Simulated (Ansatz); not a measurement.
Below is the output of a Python script on Ansatz 0.2.0 through its Python package that makes a ladder of methods at one geometry of BF₂H₂OP, SMILES FB(F)OP. Write a script that gives it. Settings (for the species named): revPBE, cc-pVDZ basis, multiplicity 1. The script varies functional: revpbe, pbe, hse06, r2scan.

```xyz
7

F     1.5259   -1.6617    0.3346
B     0.1860   -1.0617    0.6656
F    -0.9197   -1.9303    1.0604
O     0.0774    0.4008    0.6837
P    -0.5536    0.7825   -0.9254
H    -1.0223    2.1247   -0.5190
H     0.7677    1.2776   -1.3455
```

```console
$ python methods.py
functional    E (Ha)        dipole (D)   HOMO (eV)  LUMO (eV)
revpbe        -642.276022     2.344      -6.844     -2.142
pbe           -641.974197     2.380      -6.872     -2.228
hse06         -641.981251     2.617      -7.871     -1.713
r2scan        -642.277133     2.513      -7.237     -2.070
```

One script that gives this output:

The script, `methods.py`:
```python
"""One geometry of BF2H2OP, method by method."""

from pathlib import Path

import ansatz as az
import numpy as np

molecule = (
    az.Crystal.molecule()
    .atom("F", [1.5259, -1.6617, 0.3346])
    .atom("B", [0.186, -1.0617, 0.6656])
    .atom("F", [-0.9197, -1.9303, 1.0604])
    .atom("O", [0.0774, 0.4008, 0.6837])
    .atom("P", [-0.5536, 0.7825, -0.9254])
    .atom("H", [-1.0223, 2.1247, -0.519])
    .atom("H", [0.7677, 1.2776, -1.3455])
)

job = molecule.calculation().basis(gaussian="cc-pVDZ")

print("functional    E (Ha)        dipole (D)   HOMO (eV)  LUMO (eV)")
for name in ["revpbe", "pbe", "hse06", "r2scan"]:
    data = job.functional(name).forces().orbitals().run(threads=1, backend="cpu", runs_dir="runs").report
    lines = Path(data["orbitals_path"]).read_text().splitlines()
    field_of = lambda key: [line.split("=")[1].strip() for line in lines if line.startswith(key)]
    orbitals = [(27.211386 * float(e), s, float(n)) for e, s, n in zip(field_of("Ene="), field_of("Spin="), field_of("Occup="))]
    homo = max(e for e, _, n in orbitals if n > 0.5)
    lumo = min(e for e, _, n in orbitals if n < 0.5)
    dipole = 4.803205 * np.linalg.norm(data["charge_distribution"]["dipole_moment_e_ang"])
    print(f"{name:10s} {data['free_energy_ev'] / 27.211386246:14.6f} {dipole:9.3f} {homo:11.3f} {lumo:10.3f}")
```

Total energies depend on the basis set; only differences at equal settings carry meaning. The geometry is a force-field or estimated start, not a minimum of this method, and the basis set is short of its limit. A lower total doesn't mark the better method: functionals have no common bound, and MP2 and coupled cluster aren't variational. Levels such as HOMO and LUMO are orbital energies: with these approximate functionals they aren't the ionisation energy and electron affinity, and their gap isn't the fundamental gap. For Al to Cl the sets with a tight d function, cc-pV(X+d)Z, are usual. hse06 follows the composition of plane-wave codes, whose totals differ by tens of mHa, up to about 0.1 Ha, from the form usual in Gaussian-basis programs (wpbeh). Timing: 12 s on 1 thread of Arm Neoverse V1 (shared host), peak memory 0.23 GiB.
